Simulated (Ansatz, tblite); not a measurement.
# The cluster Ge3F5: isomers from a random search, part 2 of 2

Which shape does the cluster Ge3F5 prefer? Candidates from a tight-binding search are relaxed and compared.

Ansatz 0.2.0, Gaussian basis; relaxed with r2SCAN-D4/def2-SVP, doublet. Earlier steps stand in the parts before.

## Step 7: Candidate A, PBE0-D4/def2-TZVP

start.molden holds the orbitals of an earlier run on this state, given as this run's starting guess.

in.yaml reads:

```yaml
crystal:
  periodic: [false, false, false]
  atoms:
    - {symbol: Ge, position_ang: [0.908046, 1.316287, 1.374180]}
    - {symbol: Ge, position_ang: [-0.696221, 1.653414, -0.821981]}
    - {symbol: Ge, position_ang: [-0.396735, -0.916803, -0.482158]}
    - {symbol: F, position_ang: [-0.536029, 0.926531, 2.305896]}
    - {symbol: F, position_ang: [-1.321848, -2.038135, 0.459672]}
    - {symbol: F, position_ang: [1.018097, -0.595889, 0.796534]}
    - {symbol: F, position_ang: [0.519928, 1.620835, -2.107839]}
    - {symbol: F, position_ang: [0.504772, -1.966250, -1.524304]}
basis:
  gaussian: {orbitals: def2-TZVP, initial_orbitals: start.molden}
magnetization: {spin_polarized: true, initial_magnetization: 1}
hamiltonian: {xc: pbe0, dispersion: d4}
scf: {omitted_lower_state_checks: [starts]}
output: {orbitals: {seedname: orbitals}}
```

Run with:

```
$ ansatz run in.yaml --threads 4 --pin off --events-out ev --progress --plain --max-ram 6963MiB
```

The program printed:

```text
Functional definition: PBE0
  name "PBE0"
  cite "Adamo & Barone, J. Chem. Phys. 110, 6158 (1999) doi:10.1063/1.478522"
  cite "Perdew, Burke & Ernzerhof, Phys. Rev. Lett. 77, 3865 (1996) doi:10.1103/PhysRevLett.77.3865"
  parent pbe
  parameter a = 0.25
  parameter kappa = 0.804
  parameter beta = 0.06672455060314922
  exchange = (1 - a)*pbe_x(kappa = kappa, mu = beta*pi^2/3) + a*exact_x
  correlation = pbe_c(beta = beta)
these checks for a lower state are left out or cut short: starts
1983 factors; their error is unknown
mean field evaluation 1: about -183056.4881 eV, gradient 2.5e2 eV
mean field evaluation 2: about -183088.3200 eV, gradient 3.8e1 eV
mean field evaluation 4: about -183115.0471 eV, gradient 6.6e0 eV
mean field evaluation 8: about -183116.3626 eV, gradient 1.2e-4 eV
mean field -183116.36264696 eV, -6729.4022065471 hartree, gradient 1.3e-5 eV, S^2 0.762462; 0 other end points of the search recorded, 0 dependent functions left out
reference -183116.36267217 eV, -6729.4022074736 hartree; 71, 70 occupied and 228, 229 virtual orbitals, 1983 factors
Total energy: -183116.63092550 eV, -6729.4120656016 hartree
Checks for a lower state left out: starts
```

Wall time 39 s (4 threads of Arm Neoverse V1, shared host); peak memory 1.8 GiB.

From the report: HOMO -6.86 eV, LUMO -4.21 eV (over both spins); ⟨S²⟩ 0.762 (pure: 0.75).

## Step 8: Candidate A, PBE-D4/def2-TZVP

in.yaml: that of step 7 with these lines changed.

```diff
@@ -14,4 +14,4 @@
 magnetization: {spin_polarized: true, initial_magnetization: 1}
-hamiltonian: {xc: pbe0, dispersion: d4}
+hamiltonian: {xc: pbe, dispersion: d4}
 scf: {omitted_lower_state_checks: [starts]}
-output: {orbitals: {seedname: orbitals}}
+output: {forces: true, orbitals: {seedname: orbitals}}
```

Same command.

The program printed:

```text
Functional definition: PBE
  name "PBE"
  cite "Perdew, Burke & Ernzerhof, Phys. Rev. Lett. 77, 3865 (1996) doi:10.1103/PhysRevLett.77.3865"
  parent pbe
  parameter kappa = 0.804
  parameter beta = 0.06672455060314922
  exchange = pbe_x(kappa = kappa, mu = beta*pi^2/3)
  correlation = pbe_c(beta = beta)
these checks for a lower state are left out or cut short: starts
1854 factors; their error is unknown
mean field evaluation 1: about -183112.4834 eV, gradient 1.3e1 eV
mean field evaluation 2: about -183112.8159 eV, gradient 3.8e-1 eV
mean field evaluation 4: about -183112.7857 eV, gradient 1.1e-1 eV
mean field evaluation 8: about -183112.7857 eV, gradient 1.2e-5 eV
mean field -183112.78567414 eV, -6729.2707552205 hartree, gradient 1.2e-5 eV, S^2 0.754760; 0 other end points of the search recorded, 0 dependent functions left out
the calculation of the forces begins
reference -183112.78570756 eV, -6729.2707564489 hartree; 71, 70 occupied and 228, 229 virtual orbitals, 1854 factors
Total energy: -183113.09748250 eV, -6729.2822139667 hartree
Atom 0 at     0.908046     1.316287     1.374180 Å, force     0.477761     0.276676    -0.039386 eV/Å
Atom 1 at    -0.696221     1.653414    -0.821981 Å, force    -0.502617     0.253058     0.166593 eV/Å
Atom 2 at    -0.396735    -0.916803    -0.482158 Å, force    -0.220854     0.259037    -0.175392 eV/Å
Atom 3 at    -0.536029     0.926531     2.305896 Å, force    -0.438849    -0.021629     0.375832 eV/Å
Atom 4 at    -1.321848    -2.038135     0.459672 Å, force    -0.294384    -0.327541     0.272393 eV/Å
Atom 5 at     1.018097    -0.595889     0.796534 Å, force     0.346017    -0.184403     0.139642 eV/Å
Atom 6 at     0.519928     1.620835    -2.107839 Å, force     0.378570     0.046906    -0.414553 eV/Å
Atom 7 at     0.504772    -1.966250    -1.524304 Å, force     0.254356    -0.302102    -0.325129 eV/Å
Dipole moment:     0.010587     0.720565     0.123306 e Å
Checks for a lower state left out: starts
```

Run time: 11 s. Hardware: 4 threads of Arm Neoverse V1, shared host.

Report: HOMO -5.76 eV, LUMO -4.89 eV (over both spins); ⟨S²⟩ 0.755 (pure: 0.75).

## Step 9: Candidate A, r2SCAN-D4/def2-TZVP

in.yaml: that of step 8 with these lines changed.

```diff
@@ -14,4 +14,4 @@
 magnetization: {spin_polarized: true, initial_magnetization: 1}
-hamiltonian: {xc: pbe, dispersion: d4}
+hamiltonian: {xc: r2scan, dispersion: d4}
 scf: {omitted_lower_state_checks: [starts]}
-output: {forces: true, orbitals: {seedname: orbitals}}
+output: {orbitals: {seedname: orbitals}}
```

Same command.

The program printed:

```text
Functional definition: r2SCAN
  name "r2SCAN"
  cite "Furness, Kaplan, Ning, Perdew & Sun, J. Phys. Chem. Lett. 11, 8208 (2020) doi:10.1021/acs.jpclett.0c02405"
  cite "Furness, Kaplan, Ning, Perdew & Sun, J. Phys. Chem. Lett. 11, 9248 (2020) doi:10.1021/acs.jpclett.0c03077"
  parent r2scan
  parameter k0 = 0.174
  parameter k1 = 0.065
  parameter a1 = 4.9479
  exchange = r2scan_x(k0 = k0, k1 = k1, a1 = a1)
  correlation = r2scan_c
these checks for a lower state are left out or cut short: starts
1854 factors; their error is unknown
mean field evaluation 1: about -183144.5895 eV, gradient 7.8e0 eV
mean field evaluation 2: about -183144.6830 eV, gradient 1.3e-1 eV
mean field evaluation 4: about -183144.6584 eV, gradient 5.5e-4 eV
mean field -183144.65836634 eV, -6730.4420550549 hartree, gradient 1.9e-5 eV, S^2 0.763758; 0 other end points of the search recorded, 0 dependent functions left out
reference -183144.65837746 eV, -6730.4420554637 hartree; 71, 70 occupied and 228, 229 virtual orbitals, 1854 factors
Total energy: -183144.72889225 eV, -6730.4446468344 hartree
Checks for a lower state left out: starts
```

Wall time 23 s (4 threads of Arm Neoverse V1, shared host).

Report: HOMO -6.15 eV, LUMO -4.77 eV (over both spins); ⟨S²⟩ 0.764 (pure: 0.75).

## Step 10: A against B

The energies of B at these levels come from its own runs, whose logs aren't repeated here.

```tsv
level	A above B (eV)	time
GFN1-xTB	+0.205	0.016 s
GFN2-xTB	+0.502	0.014 s
PBE-D4/def2-TZVP	+0.045	20 s
r2SCAN-D4/def2-TZVP	-0.010	45 s
PBE0-D4/def2-TZVP	-0.006	73 s
```

Times add the two runs; a level without a time comes out of a correlated run.

## Step 11: What came out

What follows sums up all 2 parts.

| quantity | value |
| --- | --- |
| A above B, range of the levels free of doubt, tight binding aside | -0.010 to +0.045 eV |
| levels that put A lower | r2SCAN-D4/def2-TZVP, PBE0-D4/def2-TZVP |

The levels disagree on A and B: 2 of 5 put A lower. A random search of this size may have missed the true lowest shape. Only doublets are compared; another spin may lie lower and prefer another shape.
